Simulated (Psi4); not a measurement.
# GaBr (SMILES [Ga][Br]): BP86/3-21G (sweep point 2)

We compute a structure relaxation of GaBr. The job is set up through a Python script.

The results are computed with Psi4 1.11.

9 further runs of the same task are left out: 5 that didn't finish, 4 set aside as unsound or not needed.

## (1) The structure to begin with

GaBr: 2 atoms, total charge 0, spin state singlet. SMILES: `[Ga][Br]`. The shape comes from GFN2-xTB, which is rough for such elements, and wasn't checked as a minimum. The run starts from this shape.

Bond lengths: Ga1–Br2 2.402 Å.

## (2) A geometry optimisation at BP86/3-21G (sweep point 2)

Input file brga.py:

```python
import psi4

psi4.set_memory('1600 MB')
psi4.set_num_threads(1)
psi4.set_output_file('output.dat', False)

mol = psi4.geometry("""
0 1
Ga     0.000000     0.000000     0.000000
Br     0.000000     0.000000     2.401950
units angstrom
symmetry c1
""")

psi4.set_options({
    'basis': '3-21G',
    'reference': 'rks',
    'puream': True,
    'scf_type': 'pk',
    'dft_radial_points': 99,
    'dft_spherical_points': 590,
    'g_convergence': 'gau_tight',
    'geom_maxiter': 50,
})

energy_value, wavefunction = psi4.optimize("bp86", molecule=mol, return_wfn=True)
print(f'bp86 energy: {energy_value:.10f} Eh')
print(mol.to_string(dtype='xyz', units='Angstrom'))
for k, v in sorted(psi4.core.scalar_variables().items()):
    print(f'{k:45s} {v:18.10f}')
```

Launch:

```
$ python brga.py
```

**Question.** What will come out? Wanted: total energy at the end; dipole moment; HOMO energy; LUMO energy; HOMO–LUMO gap; bond length.

Computed results:

At BP86/3-21G (sweep point 2):

| quantity | value |
| --- | --- |
| total energy at the end | -4477.71377 Eh |
| dipole moment | 2.17 D |
| HOMO energy | -6.15 eV |
| LUMO energy | -2.46 eV |
| HOMO–LUMO gap | 3.70 eV |
| bond length | 2.418 Å |

What this shows: At the final geometry: Bond lengths: Ga1–Br2 2.418 Å. The optimisation took 4 steps and changed the energy by -0.001 eV.
